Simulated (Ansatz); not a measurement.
Set up this calculation in Ansatz 0.2.0, as the native input.

| Item | Value |
| --- | --- |
| Task | single point |
| Functional | PBE |
| Potentials or basis | Ansatz PAW |
| Cutoff | 420 eV (not typed: the program's choice for these potentials) |
| k mesh | 8 × 8 × 8 |
| Occupations | gaussian, width 0.027 eV |
| Spin | no spin polarisation |

WAu:

```
W Au
1.0
     0.00000    2.74798    2.74798
     2.74798    0.00000    2.74798
     2.74798    2.74798    0.00000
W Au
1 1
Direct
  0.00000 0.00000 0.00000
  0.75000 0.75000 0.75000
```

The cell was built by a generator and needn't be a form met in nature.

The input as run:

input.yaml

```yaml
crystal:
  lattice:
    - [0.0, 2.74797926, 2.74797926]
    - [2.74797926, 0.0, 2.74797926]
    - [2.74797926, 2.74797926, 0.0]
  atoms:
    - { symbol: W, position: [0.0, 0.0, 0.0] }
    - { symbol: Au, position: [0.75, 0.75, 0.75] }
hamiltonian:
  xc: pbe
  pseudopotentials: { kind: paw }
kpoints:
  mp_grid: { grid: [8, 8, 8] }
scf:
  occupations: { method: gaussian, width: 0.027 }
output:
  forces: true
  stress: true
  eigenvalues: true
```

Potentials or basis: Ansatz PAW.

Launch:

```console
$ ansatz run input.yaml --threads 2 --pin off --max-ram 5632MiB --backend cpu --events-out ev --progress --plain --runs-dir out
```

Results of the run:

```
Pressure               : 32.7 GPa
Band gap on the k mesh : none (metal or under the smearing width)
```

Caveat: a pressure of tens of GPa on the cell as given is suspect, and the run, the potentials or the cell itself is likely at fault.

Wall time 0.54 s on 2 threads of AMD EPYC 9R45 96-Core Processor (Zen 5) (shared host), peak memory 0.39 GiB.
